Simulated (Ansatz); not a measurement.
# Al₂O₃, space group P-3m1: a relaxation of the ions

Program: the Python package of Ansatz (0.2.0).

The script reads `al2o3.xyz`:
```text
5
Lattice="3.01748254 0.0 0.0 -1.50874127 2.61321654 0.0 0.0 0.0 7.574636" Properties=species:S:1:pos:R:3 pbc="T T T"
Al    0.00000000    0.00000000    2.10537765
Al    0.00000000    0.00000000    5.46925835
O    -0.00000002    1.74214437    1.51079145
O     1.50874129    0.87107217    6.06384455
O     0.00000000    0.00000000    3.78731800
```

Interactive session:
```pycon
>>> import warnings
>>> import ansatz
>>> from ase import Atoms
>>> from ase.neighborlist import neighbor_list
>>> import matplotlib.pyplot as plt
>>> import numpy as np
>>> warnings.simplefilter('ignore', ansatz.DeckWarning)
>>> xtal = ansatz.Crystal.from_extxyz('al2o3.xyz')
>>> # push one atom off its site
>>> job = xtal.move(1, to=(0.0, 0.0, 0.72865)).fix(2).calculation()
>>> job = job.basis(19 * ansatz.Ha)
>>> job = job.functional('mr2scan')
>>> job = job.kpoints(mesh=(4, 4, 2), center='monkhorst-pack')
>>> job = job.occupations('Fixed')
>>> job = job.relax(max_steps=40, max_displacement=0.3).density()
>>> steps = []
>>> def collect(event):
...     if event['event'] == 'relax_step':
...         steps.append(event['data'])
...
>>> result = job.session().plan().execute(on_event=collect)

>>> summary = result.report
>>> {key: value for key, value in summary.items() if isinstance(value, (int, float)) and 'ev' in key}
{'n_hpsi_unsolved_levels': 80, 'gap_by_band_count_ev': 4.119939288818088, 'fermi_energy_ev': 4.508276107436712, 'harris_foulkes_ev': -2793.8503148851228, 'scf_correction_max_component_ev_ang': 0.0005628123157165339, 'free_energy_ev': -2793.8503148756818, 'internal_energy_ev': -2793.8503148756818, 'lagrangian_ev': -2793.8503148756818, 'energy_sigma0_ev': -2793.8503148756818, 'lagrangian_sigma0_ev': -2793.8503148756818, 'entropy_ts_ev': 0.0}
>>> summary['n_electrons']
24.0
>>> print('step   energy (eV)     max comp. (eV/A)  SCF')
step   energy (eV)     max comp. (eV/A)  SCF
>>> for s in steps:
...     print(f'{s["step"]:4d} {s["lagrangian_ev"]:15.5f} {s["allowed_force_max_ev_ang"]:12.4f} {s["n_scf"]:5d}')
...
   1     -2793.77630       1.9509     6
   2     -2793.83022       1.0973     6
   3     -2793.84989       0.0989     6
   4     -2793.85026       0.0605     4
   5     -2793.85031       0.0014     4
   6     -2793.85031       0.0016     2
>>> first, last = steps[0], steps[-1]
>>> symbols = [site.symbol for site in result.lattice.sites]
>>> print(f'energy gained {first["lagrangian_ev"] - last["lagrangian_ev"]:.4f} eV in {len(steps) - 1} steps')
energy gained 0.0740 eV in 5 steps
>>> final = Atoms(symbols, positions=last['positions_ang'], cell=result.lattice.cell_ang, pbc=True)
>>> i, j, d = neighbor_list('ijd', final, 4.5)
>>> print('neighbours within 1.1 times the shortest distance of each atom (A)')
neighbours within 1.1 times the shortest distance of each atom (A)
>>> for atom in range(len(final)):
...     near = [m for m in np.argsort(d) if i[m] == atom]
...     shell = [m for m in near if d[m] < 1.1 * d[near[0]]]
...     print(f'{symbols[atom]}{atom} ({len(shell)}):', ', '.join(f'{symbols[j[m]]} {d[m]:.3f}' for m in shell))
...
Al0 (3): O 1.666, O 1.832, O 1.832
Al1 (3): O 1.666, O 1.832, O 1.832
O2 (3): Al 1.832, Al 1.832, Al 1.833
O3 (3): Al 1.832, Al 1.832, Al 1.833
O4 (2): Al 1.666, Al 1.666
>>> fig, (top, bottom) = plt.subplots(2, 1, sharex=True, figsize=(4.5, 4))
>>> top.plot([s['lagrangian_ev'] - last['lagrangian_ev'] for s in steps], 'o-')
[<matplotlib.lines.Line2D object at 0x...>]
>>> top.set_ylabel('E - E(final) (eV)')
Text(0, 0.5, 'E - E(final) (eV)')
>>> bottom.semilogy([max(s['allowed_force_max_ev_ang'], 1e-6) for s in steps], 's-')
[<matplotlib.lines.Line2D object at 0x...>]
>>> bottom.set(xlabel='step', ylabel='largest force (eV/A)')
[Text(0.5, 0, 'step'), Text(0, 0.5, 'largest force (eV/A)')]
>>> fig.tight_layout()
>>> fig.savefig('relax.png', dpi=100)
>>> print('atom   start x y z (A)              end x y z (A)')
atom   start x y z (A)              end x y z (A)
>>> for symbol, a, b in zip(symbols, first['positions_ang'], last['positions_ang']):
...     print(f'{symbol:3s}', ' '.join(f'{v:8.4f}' for v in a), '  ', ' '.join(f'{v:8.4f}' for v in b))
...
Al    0.0000   0.0000   2.1054     -0.0003   0.0002   2.0791
Al    0.0000   0.0000   5.5193     -0.0026   0.0015   5.4107
O     0.0000   1.7421   1.5108      0.0000   1.7421   1.5108
O     1.5087   0.8711   6.0638      1.5059   0.8727   5.9789
O     0.0000   0.0000   3.7873     -0.0014   0.0008   3.7449
>>> print('relaxed fractional positions')
relaxed fractional positions
>>> for site in result.lattice.sites:
...     print(f'  {site.symbol:2s}', ' '.join(f'{v % 1:8.5f}' for v in np.round(site.position_frac, 5)))
...
  Al  0.99993  0.00007  0.27448
  Al  0.99944  0.00056  0.71431
  O   0.33333  0.66667  0.19945
  O   0.66603  0.33397  0.78933
  O   0.99968  0.00032  0.49439
>>> print(f'free energy      {summary["free_energy_ev"]:.5f} eV')
free energy      -2793.85031 eV
>>> print(f'per atom         {summary["free_energy_ev"] / len(result.lattice.sites):.5f} eV')
per atom         -558.77006 eV
>>> print(f'SCF iterations   {summary["n_iterations"]}  (converged: {summary["converged"]})')
SCF iterations   2  (converged: True)
>>> field = sum(channel.density_e_per_ang3 for channel in result.density().channels[:2])
>>> fig, ax = plt.subplots(figsize=(4, 3.4))
>>> shown = ax.imshow(np.log10(np.clip(field[:, :, 0].T, 1e-3, None)), origin='lower', extent=(0, 1, 0, 1))
>>> fig.colorbar(shown, label='log10 density (e/A^3)')
<matplotlib.colorbar.Colorbar object at 0x...>
>>> ax.set(xlabel='fraction of grid vector 1', ylabel='fraction of grid vector 2')
[Text(0.5, 0, 'fraction of grid vector 1'), Text(0, 0.5, 'fraction of grid vector 2')]
>>> fig.savefig('density_plane.png', dpi=100)
>>> print(f'plane through the origin: {field[:, :, 0].min():.4f} to {field[:, :, 0].max():.4f} e/A^3')
plane through the origin: 0.0103 to 0.0317 e/A^3
>>> used = summary['setup']
>>> print('cutoffs (eV):', used['ecut_ev'], used['ecutrho_ev'], ' FFT grid:', used['fft_dense'])
cutoffs (eV): 517.016338673772 2068.065354695088  FFT grid: [24, 24, 60]
>>> print('cell volume {:.3f} A^3, {} symmetry operations'.format(used['cell_volume_ang3'], used['n_sym_ops']))
cell volume 59.729 A^3, 2 symmetry operations
```

Caveats:
- The settings weren't tested for convergence.
- Semilocal gaps usually lie well under measured ones.
- With fixed filling the reported Fermi level is the top filled level among the k-points of the SCF.
- Only differences from the Fermi energy are physical; the zero of the scale is a convention.
- Energies along a relaxation are free energies. A last row that repeats the one before re-solves the same geometry more tightly.
- The mesh has less symmetry than the crystal, which the program warned of.
- This mesh misses the zone centre, where many direct gaps lie, so the gap can be several times too large.
- The structure is layered, and without a dispersion term the spacing of the layers is poorly determined.
- Densities and potentials on the grid are those of the valence electrons, and inside the cores they hang on the potentials used.
- This cell is a computed structure, which may not be the phase found in nature.
- Gaps and levels are Kohn-Sham values on a finite set of k-points.
- The script silences the warnings on its input, which a real study should read.
- Timing: 25 s on 1 thread of Arm Neoverse V1, with other jobs on the host, peak memory 0.57 GiB.

(Lines on the test bed's own set-up are left out of the output.)
